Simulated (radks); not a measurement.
# Tc⁺ in [Kr] 4d4.5 5s1 5p0.5: an all-electron calculation

One table from this session's results is given with a row withheld; the runs are named, their logs left out.

Program: radks (a radial shooting solver on a logarithmic mesh, Libxc functionals) version 1. Level of theory: non-relativistic Kohn-Sham, BLYP, spin-unpolarised, spherical densities, point nucleus. These are calculated values, not measurements, unless marked.

### What is computed

```
element       : technetium (Z = 43)
charge        : +1
electrons     : 42
configuration : [Kr] 4d4.5 5s1 5p0.5
```

The first run:

The run's settings:

```text
Z 43
configuration [Kr] 4d4.5 5s1 5p0.5 6s0 4f0
relativity non-relativistic
functional b88,lyp
spin unpolarised
nucleus point
```

On the command line:

```console
python run_ks.py task.json out
```

This one command runs every case of the session in turn.

Steps of the session up to this table: Self-consistent calculation.

One of the session's tables, all rows but one given; the rest of the session is left out.

It belongs to the step «Shells». From the orbitals of this run (lengths in bohr):

| level | <r> | outermost maximum (interpolated) | 90 % within | nodes |
| --- | --- | --- | --- | --- |
| 1s | 0.03545 | 0.0234 | 0.0631 | 0 |
| 2s | 0.1547 | 0.131 | 0.238 | 1 |
| 2p | 0.1325 | 0.103 | 0.215 | 0 |
| 3s | 0.4276 | 0.384 | 0.630 | 2 |
| 3p | 0.4217 | 0.371 | 0.636 | 1 |
| 3d | 0.3984 | 0.311 | 0.635 | 0 |
| 4s | 1.082 | 0.972 | 1.57 | 3 |
| 4p | 1.177 | 1.03 | 1.74 | 2 |
| 4d | ? | ? | ? | ? |
| 5s | 3.039 | 2.64 | 4.45 | 4 |
| 5p | 3.741 | 3.19 | 5.54 | 3 |

Q: Estimate the row for 4d from the others.

The run gave: <r>: 1.609; outermost maximum (interpolated): 1.25; 90 % within: 2.55; nodes: 1. In the column «<r>» it lies between 4p (1.177) and 5s (3.039).
